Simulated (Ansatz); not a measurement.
# C₃H₁₄Si₃Zn: how energies converge with the basis set

The task here is to estimate one member of a computed series from the others.

The runs use Ansatz 0.2.0, Gaussian basis; one geometry, several basis sets.

Levels to be run: PBE0-D4/def2-SVP; ωB97M-V/def2-SVP; PBE0-D4/def2-QZVPP; ωB97M-V/def2-QZVPP; the functionals' def2-TZVPP values are taken from earlier runs.

## Structure used throughout

All runs share one geometry, relaxed beforehand with PBE0-D4 in a triple-zeta def2 set.

SMILES `[CH3][Zn][Si@@H]([SiH3])[C@H](C)[SiH3]`, 21 atoms, charge 0, spin multiplicity 1.

Atoms are counted from 1 here; the program's logs count them from 0.

Bond lengths: C1–Zn2 1.952 Å, C1–H8 1.093 Å, C1–H9 1.093 Å, C1–H10 1.093 Å, Zn2–Si3 2.382 Å, Si3–Si4 2.343 Å, Si3–C5 1.903 Å, Si3–H11 1.499 Å, Si4–H12 1.489 Å, Si4–H13 1.490 Å, Si4–H14 1.491 Å, C5–C6 1.533 Å, C5–Si7 1.871 Å, C5–H15 1.097 Å, C6–H16 1.095 Å, C6–H17 1.094 Å, C6–H18 1.094 Å, Si7–H19 1.490 Å and more. Angles: Zn2–C1–H8 110.9°, Zn2–C1–H9 110.7°, Zn2–C1–H10 111.1°, H8–C1–H9 107.9°, H8–C1–H10 108.0°, H9–C1–H10 108.0°, C1–Zn2–Si3 179.4°, Zn2–Si3–Si4 110.6°, Zn2–Si3–C5 111.2°, Zn2–Si3–H11 111.3°, Si4–Si3–C5 110.6°, Si4–Si3–H11 105.5°, C5–Si3–H11 107.4°, Si3–Si4–H12 111.6°, Si3–Si4–H13 109.5°, Si3–Si4–H14 112.2°, H12–Si4–H13 107.6°, H12–Si4–H14 107.6° and more.

Set-up of the first run:

Input file in.yaml:

```yaml
crystal:
  periodic: [false, false, false]
  atoms:
    - {symbol: C, position_ang: [-3.590637, 0.511150, 1.227395]}
    - {symbol: Zn, position_ang: [-1.675782, 0.150525, 1.107698]}
    - {symbol: Si, position_ang: [0.656238, -0.308885, 0.943994]}
    - {symbol: Si, position_ang: [1.039401, -2.618798, 0.862353]}
    - {symbol: C, position_ang: [1.421020, 0.550908, -0.571854]}
    - {symbol: C, position_ang: [1.377663, 2.076109, -0.426751]}
    - {symbol: Si, position_ang: [0.547092, -0.008061, -2.129406]}
    - {symbol: H, position_ang: [-4.152223, -0.412717, 1.389684]}
    - {symbol: H, position_ang: [-3.956238, 0.969760, 0.304796]}
    - {symbol: H, position_ang: [-3.812406, 1.190974, 2.054181]}
    - {symbol: H, position_ang: [1.394140, 0.177280, 2.155006]}
    - {symbol: H, position_ang: [0.149922, -3.288229, -0.127197]}
    - {symbol: H, position_ang: [0.757051, -3.217342, 2.197711]}
    - {symbol: H, position_ang: [2.448099, -2.944085, 0.496733]}
    - {symbol: H, position_ang: [2.462544, 0.212578, -0.641932]}
    - {symbol: H, position_ang: [0.346742, 2.443128, -0.380913]}
    - {symbol: H, position_ang: [1.877769, 2.407291, 0.487794]}
    - {symbol: H, position_ang: [1.862070, 2.578015, -1.269840]}
    - {symbol: H, position_ang: [1.065018, 0.704271, -3.330853]}
    - {symbol: H, position_ang: [-0.910191, 0.299707, -2.007572]}
    - {symbol: H, position_ang: [0.692716, -1.473579, -2.341016]}
basis:
  gaussian: {orbitals: def2-SVP}
hamiltonian: {xc: pbe0, dispersion: d4}
output: {orbitals: {seedname: orbitals}}
```

On the command line:

```console
> ansatz run in.yaml --threads 5 --pin off --events-out ev --progress --plain --max-ram 66560MiB --backend cpu
```

Among the steps run: PBE0-D4 in def2-SVP; ωB97M-V in def2-SVP; PBE0-D4 in def2-QZVPP; ωB97M-V in def2-QZVPP.

One of the session's tables, all rows but one given; the rest of the session is left out.

It belongs to the step «Density functionals: the series». 

| functional | basis | HOMO (eV) |
| --- | --- | --- |
| PBE0-D4 | def2-SVP | -6.70 |
| PBE0-D4 | def2-TZVPP | ? |
| PBE0-D4 | def2-QZVPP | -6.75 |
| ωB97M-V | def2-SVP | -8.67 |
| ωB97M-V | def2-TZVPP | -8.74 |
| ωB97M-V | def2-QZVPP | -8.74 |

**Question.** Estimate the row for PBE0-D4, def2-TZVPP.

**Answer.** HOMO (eV): -6.74. In the column «HOMO (eV)» it lies between PBE0-D4, def2-QZVPP (-6.75) and PBE0-D4, def2-SVP (-6.70).
